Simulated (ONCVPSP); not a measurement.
**An ONCV potential for gadolinium, from input to tests**

Aim: build the potential from the settings below, then test how well it stands in for the atom: other configurations, scattering, ghost states and the plane-wave cutoff that it needs.

Program: ONCVPSP 4.0.1.1 (patched build). Reference atom: PBE, scalar-relativistic, spherical and spin-unpolarised. All values are calculated.

## (1) Starting point

The settings as typed:

| Item | Value |
| --- | --- |
| element | gadolinium (Gd, Z = 64) |
| type | optimised norm-conserving Vanderbilt (ONCV) |
| frozen core | [Kr] |
| valence charge | 28 |
| reference configuration | 4d10 4f6.5 5s2 5p6 5d1.5 6s2 |
| partial waves | 5s+6s: rc 2.00 bohr, ncon 4, nbas 9, qcut 5.8 1/bohr, 2 projectors; 5p: rc 1.70 bohr, ncon 4, nbas 7, qcut 5.4 1/bohr, 1 projector; 4d+5d: rc 1.20 bohr, ncon 4, nbas 9, qcut 13.1 1/bohr, 2 projectors; 4f: rc 0.75 bohr, ncon 3, nbas 6, qcut 17.1 1/bohr, local |
| local potential | the f channel |
| core correction | polynomial model core, fcfact 0.45 |

## (2) Generating the potential

Gd.dat reads:

```
# ATOM AND REFERENCE CONFIGURATION
# atsym  z   nc   nv     iexc    psfile
  Gd 64.00    8    6        4      upf
#
#   n    l    f
    1    0    2.00
    2    0    2.00
    2    1    6.00
    3    0    2.00
    3    1    6.00
    3    2   10.00
    4    0    2.00
    4    1    6.00
    4    2   10.00
    4    3    6.50
    5    0    2.00
    5    1    6.00
    5    2    1.50
    6    0    2.00
#
# PSEUDOPOTENTIAL AND OPTIMIZATION
# lmax
    3
#
#   l,   rc,      ep,       ncon, nbas, qcut
    0    2.00    0.00    4    9    5.80
    1    1.70    0.00    4    7    5.40
    2    1.20    0.00    4    9   13.10
    3    0.75    0.00    3    6   17.10
#
# LOCAL POTENTIAL
# lloc, lpopt,  rc(5),   dvloc0
    3    5    0.75    0.00
#
# VANDERBILT-KLEINMAN-BYLANDER PROJECTORs
# l, nproj, debl
    0    2    1.60
    1    1    3.40
    2    2    1.30
    3    0    2.80
#
# MODEL CORE CHARGE
# icmod, fcfact, rcfact
    1    0.45    0.00
#
# LOG DERIVATIVE ANALYSIS
# epsh1, epsh2, depsh
   -7.00    5.00    0.04
#
# OUTPUT GRID
# rlmax, drl
    6.00    0.01
#
# TEST CONFIGURATIONS
# ncnf
    4
# nvcnf
#   n    l    f
    6
    4    2   10.00
    4    3    7.00
    5    0    2.00
    5    1    6.00
    5    2    1.00
    6    0    2.00
#
    6
    4    2   10.00
    4    3    7.00
    5    0    2.00
    5    1    6.00
    5    2    1.00
    6    0    1.00
#
    6
    4    2   10.00
    4    3    7.00
    5    0    2.00
    5    1    6.00
    5    2    1.00
    6    0    0.00
#
    7
    4    2   10.00
    4    3    7.00
    5    0    2.00
    5    1    6.00
    5    2    1.00
    6    0    0.00
    6    1    1.00
#
```

Started as:

```bash
$ oncvpsp.x < Gd.dat > Gd.out
```

Before running it: what results should come out? Wanted: cutoffs; bound ghosts; GHOST(+) flags; largest test error; largest phase difference near zero energy, channels read; rms error of d²Exc/dn², without and with the model core.

**Answer**, as computed:

```
                                                quantity                                                    value
                                                 cutoffs                                           not determined
                                            bound ghosts                         s at -914.68 eV, p at -579.02 eV
                                          GHOST(+) flags                                                s at 4 eV
                            largest test error (AE − PS)  -11 meV, for 4d10 4f7 5s2 5p6 5d1 6s2 (1 test unsolved)
largest phase difference near zero energy, channels read                                                3.138 rad
 rms error of d²Exc/dn², without and with the model core                                        3.90 and 1.07 mHa
```

What this shows: It has a bound ghost (s, p), a state that the atom doesn't have, and that rules the file out. By total energies transferability is good where solved: the largest error is 11 meV on 3.8 eV, for 4d10 4f7 5s2 5p6 5d1 6s2. Atomic tests can pass in spite of a ghost, since they solve only for the levels asked. Of the tests 1 gave no usable energy difference, which is a warning in itself. Near zero energy the largest phase difference among the channels read is 3.14 rad, in the s channel. A step near π is an extra or missing state, not a misfit of shape. The pseudo curves have a pole with no partner nearby in the atom's: s at 0.15 Ha. At positive energy that is a spurious or a displaced resonance. The program also flags highly localised states, GHOST(+) (s).
